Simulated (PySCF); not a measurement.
# C4H6O2S: the cost of one run

Programs: PySCF 2.14.0, with density-fitted response routines of our own. Each step states its level of theory. These are calculated values for one molecule, in the gas phase or a continuum, unless marked as measured. Atoms are numbered from 0 throughout.

### 1 The molecule as given

13 atoms, charge 0, multiplicity 1; geometry from: GFN2-xTB. The atoms were then displaced at random by about 0.01 Å, so the start is not that level's minimum.

Bonds of the start (Å): C0–C1 1.32, C1–S2 1.82, S2–O3 1.42, S2–O4 1.44, S2–C5 1.79, C5–C6 1.31, C0–H7 1.07, C0–H8 1.09, C1–H9 1.08, C5–H10 1.07, C6–H11 1.09, C6–H12 1.07.

### 2 Relaxing the molecule at PBE0-D3(BJ)/def2-TZVP

What the job is given:

```
{"job": {"xc": "PBE0", "basis": "def2-TZVP", "d3": "d3bj", "grid": 2, "shake": 0.01, "kind": "geom"}, "charge": 0, "multiplicity": 1}
C      2.390030     0.464890     0.030600
C      1.350560    -0.349590     0.045850
S     -0.030230    -0.126840    -1.111230
O     -0.314020    -1.404720    -1.662780
O      0.307220     0.947360    -2.009040
C     -1.353800     0.413670    -0.027990
C     -2.353890    -0.396160     0.205540
H      3.235120     0.413010     0.679470
H      2.366330     1.303690    -0.668540
H      1.244970    -1.200280     0.704330
H     -1.236740     1.402050     0.369930
H     -3.191720    -0.127270     0.841430
H     -2.408000    -1.356690    -0.269150
```

The run is started by

```console
$ OMP_NUM_THREADS=2 python probes_run.py task.json out
```

The driver reads the jobs from task.json and runs them one after another.

Q: Estimate the wall time and peak memory of this first job on 2 threads of AMD EPYC, shared host.

About 8.1 min, with a peak of 1.4 GiB.
